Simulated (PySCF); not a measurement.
# How the numerical set-up moves the result for ZnO

Which parts of the numerical set-up matter for ZnO? Each run edits the base script.

Computed with PySCF 2.14.0. Level: method and basis as typed in the scripts.

### 1 The starting structure

ZnO: 2 atoms, charge 0, spin multiplicity 1.

Bond lengths: Zn1–O2 1.582 Å.

### 2 The base run

The input, input.py:

```python
from pyscf import gto, dft

mol = gto.M(
    atom='Zn 0 0 0; O 0 0 1.582',
    basis='jorge-dzp-dkh',
    charge=0,
    spin=0,
    verbose=4,
)
mf = dft.RKS(mol, xc='lc_wpbe')
mf = mf.sfx2c1e()
mf.kernel()
mf.stability(internal=True, external=True)
mf.dip_moment()
print('orbital energies (hartree):', mf.mo_energy[..., max(0, mol.nelec[1]-3):mol.nelec[0]+3].round(4))
```

Started as:

```
> python input.py
```

Its log is not repeated here.

It gives: E(SCF) = -1870.631418 Eh, 12 cycles, μ = 5.85 D, internal stable; real -> complex stable; RHF/RKS -> UHF/UKS unstable.

The bond length is a typed value, not an optimised one.

### 3 Spin-free X2C off

Variant 1 changes spin-free X2C: on → off.

The input, input.py:

```python
from pyscf import gto, dft

mol = gto.M(
    atom='Zn 0 0 0; O 0 0 1.582',
    basis='jorge-dzp-dkh',
    charge=0,
    spin=0,
    verbose=4,
)
mf = dft.RKS(mol, xc='lc_wpbe')
mf.kernel()
mf.stability(internal=True, external=True)
mf.dip_moment()
print('orbital energies (hartree):', mf.mo_energy[..., max(0, mol.nelec[1]-3):mol.nelec[0]+3].round(4))
```

Started as:

```
> python input.py
```

### 4 Def2-svp (X2C off)

Variant 2 changes basis set: jorge-dzp-dkh → def2-svp; spin-free X2C: on → off.

input.py, as its differences from that of step 2:

```diff
@@ -4,3 +4,3 @@
     atom='Zn 0 0 0; O 0 0 1.582',
-    basis='jorge-dzp-dkh',
+    basis='def2-svp',
     charge=0,
@@ -10,3 +10,2 @@
 mf = dft.RKS(mol, xc='lc_wpbe')
-mf = mf.sfx2c1e()
 mf.kernel()
```

### 5 Integration grid (50, 194)

Variant 3 changes integration grid: default → (50, 194).

input.py, as its differences from that of step 2:

```diff
@@ -11,2 +11,3 @@
 mf = mf.sfx2c1e()
+mf.grids.atom_grid = (50, 194)
 mf.kernel()
```

**Question.** What will these runs give? Wanted: for each run, E(SCF); from base; gap; SCF dipole; after the SCF.

**Answer**, as computed:

```csv
run,E(SCF) (hartree),from base (eV),cycles,gap (eV),SCF dipole (D),functions,after the SCF
base,-1870.631418,0,12,8.03,5.85,58,unstable: RHF/RKS -> UHF/UKS
spin-free X2C off (poor choice),-1849.194084,not comparable,12,7.94,6.05,58,unstable: RHF/RKS -> UHF/UKS
def2-svp (X2C off),-1853.867952,not comparable,12,7.90,5.92,45,unstable: RHF/RKS -> UHF/UKS
"integration grid (50, 194)",-1870.631526,-0.0029,12,8.03,5.85,58,unstable: RHF/RKS -> UHF/UKS
```

In words: Rows marked «poor choice» come from settings spoiled on purpose.
